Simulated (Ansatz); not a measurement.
# C2HCl2FSi, SMILES C#C[Si](F)(Cl)Cl: a geometry optimisation

With the Ansatz DFT code, driven from Python.

At the Python prompt:
```pycon
>>> import warnings
>>> import ansatz
>>> from ase import Atoms
>>> import numpy as np
>>> BASIS = "6-31G*"
>>> FUNCTIONAL = "cam_b3lyp"
>>> warnings.simplefilter("ignore", ansatz.DeckWarning)
>>> atoms = Atoms(["C", "C", "Si", "F", "Cl", "Cl", "H"], positions=[
...     (1.6475, -0.4792, 1.2153),
...     (0.6464, -0.2292, 0.4952),
...     (-0.8546, 0.1004, -0.6152),
...     (-1.4811, -1.2674, -0.9634),
...     (-0.234, 1.039, -2.333),
...     (-2.131, 1.3848, 0.3203),
...     (2.4681, -0.6164, 1.8351),
... ])
>>> mol = ansatz.Crystal.molecule_from_ase(atoms)
>>> job = (
...     mol.calculation()
...     .basis(gaussian=BASIS)
...     .functional(FUNCTIONAL)
... )
>>> symbols = [site.symbol for site in mol.cartesian_sites]
>>> start = np.array([site.position_ang for site in mol.cartesian_sites], dtype=float)
>>> def progress(event):
...     if event["event"] == "relax_step":
...         row = event["data"]
...         print(f"step {row['step']:3d}  E = {row['lagrangian_ev']:.6f} eV  max force {row['allowed_force_max_ev_ang']:.4f} eV/A")
...
>>> rep = job.relax(force_tolerance=0.005).session().plan().execute(on_event=progress).report
step   1  E = -37730.023900 eV  max force 5.0317 eV/A
step   2  E = -37730.330302 eV  max force 1.2103 eV/A
step   3  E = -37730.363046 eV  max force 0.2507 eV/A
step   4  E = -37730.365651 eV  max force 0.1306 eV/A
step   5  E = -37730.367420 eV  max force 0.0406 eV/A
step   6  E = -37730.367580 eV  max force 0.0019 eV/A
>>> end = np.array(rep["positions_ang"])
>>> print("reference energy %16.6f eV" % rep["reference_energy_ev"])
reference energy    -37730.367702 eV
>>> print("total energy     %16.6f eV" % rep["free_energy_ev"])
total energy        -37730.367702 eV
>>> print("occupied (up, down):", rep["n_occupied"], " virtual:", rep["n_virtual"], " frozen:", rep["n_frozen"])
occupied (up, down): [35, 35]  virtual: [69, 69]  frozen: 0
>>> print("bond        before    after (A)")
bond        before    after (A)
>>> for i, j in [(0, 1), (0, 6), (1, 2), (2, 3), (2, 4), (2, 5)]:
...     d0, d1 = (np.linalg.norm(xyz[i] - xyz[j]) for xyz in (start, end))
...     print(f"{symbols[i]}{i}-{symbols[j]}{j}".ljust(10), f"{d0:8.4f} {d1:8.4f}")
...
C0-C1        1.2583   1.2068
C0-H6        1.0375   1.0687
C1-Si2       1.8959   1.7952
Si2-F3       1.5442   1.5895
Si2-Cl4      2.0535   2.0335
Si2-Cl5      2.0381   2.0335
>>> with open("c2hcl2fsi_opt.xyz", "w") as handle:
...     handle.write(f"{len(symbols)}\nrelaxed C2HCl2FSi\n")
...     handle.writelines(f"{s:2s} {x:11.6f} {y:11.6f} {z:11.6f}\n" for s, (x, y, z) in zip(symbols, end))
...
20
```

It writes `c2hcl2fsi_opt.xyz`:
```text
7
relaxed C2HCl2FSi
C     1.586856   -0.429429    1.178512
C     0.635900   -0.210646    0.468432
Si   -0.777047    0.122986   -0.587426
F    -1.507689   -1.241551   -0.948849
Cl   -0.186231    0.996789   -2.325968
Cl   -2.119015    1.319651    0.362446
H     2.428527   -0.625799    1.807153
```

Total energies depend on the basis set; only differences at equal settings carry meaning. The end point is the stationary point reached from this start; no frequency run checks that it is a minimum, and the basis set is modest. Finished in 52 s on 1 thread of Arm Neoverse V1 (shared host), peak memory 0.36 GiB.

(Lines on the test bed's own set-up are left out of the output.)
